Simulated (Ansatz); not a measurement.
# K, space group Pm-3m: a test of the smearing width

With Ansatz 0.2.0 through its Python package.

Run as a notebook:

```python
import warnings

import ansatz as az
from ase import Atoms
import pandas as pd
```

```python
warnings.simplefilter("ignore", az.DeckWarning)
```

```python
atoms = Atoms(
    ["K"],
    scaled_positions=[
        (0.0, 0.0, 0.0),
    ],
    cell=[
        (4.310439, 0.0, 0.0),
        (0.0, 4.310439, 0.0),
        (0.0, 0.0, 4.310439),
    ],
    pbc=True,
)
material = az.Crystal.from_ase(atoms)
```

```python
len(material.resolved().sites)
```

    1

```python
calc = material.calculation()
calc = calc.functional("r2scan")
calc = calc.basis(530)
calc = calc.kpoints(length=29).stress()
```

```python
rows = []
for value in [0.3, 0.2, 0.1, 0.05]:
    rep = calc.occupations("methfessel_paxton", width=value).run().report
    rows.append((value, rep["free_energy_ev"] / len(rep["lattice"]["sites"]), rep["n_iterations"], sum(rep["stress_gpa"][i][i] for i in range(3)) / 3, rep["n_kpoints"]))
```

```python
table = pd.DataFrame(rows, columns=["width (eV)", "F/atom (eV)", "iterations", "P (GPa)", "k-points"])
table.round(5)
```

       width (eV)  F/atom (eV)  iterations  P (GPa)  k-points
    0        0.30  -1542.36980           6 -0.01122        20
    1        0.20  -1542.37143           5 -0.01006        20
    2        0.10  -1542.37235           5 -0.00888        20
    3        0.05  -1542.37272           5 -0.00883        20

```python
# the last row is the reference
for row in rows[:-1]:
    shift = 1000 * (row[1] - rows[-1][1])
    print(f"{row[0]}: {shift:+.2f} meV/atom" + ("  (within 5 meV)" if abs(shift) < 5 else ""))
```

    0.3: +2.92 meV/atom  (within 5 meV)
    0.2: +1.29 meV/atom  (within 5 meV)
    0.1: +0.37 meV/atom  (within 5 meV)

Going from 0.05 to 0.3 eV changes F by +2.9 meV an atom. This scheme is built to cancel the term in the square of the width, so the shifts stay small and are partly the mesh's error. The pressure moves from -0.01 to -0.01 GPa.

Caveats:
- For a metal this k-point mesh is coarse: on a finer one energies can move by several to tens of meV an atom and pressures by half a GPa or more, differences at one mesh by less.
- The narrowest width needs the finest mesh, so the last row is no converged reference.
- Pressure is positive in compression.
- This isn't the structure that K takes at ambient conditions.
- The whole script took 15 s on 1 thread of Intel(R) Xeon(R) Platinum 8259CL CPU @ 2.50GHz (Skylake/Cascade Lake), on a shared host, peak memory 0.62 GiB.
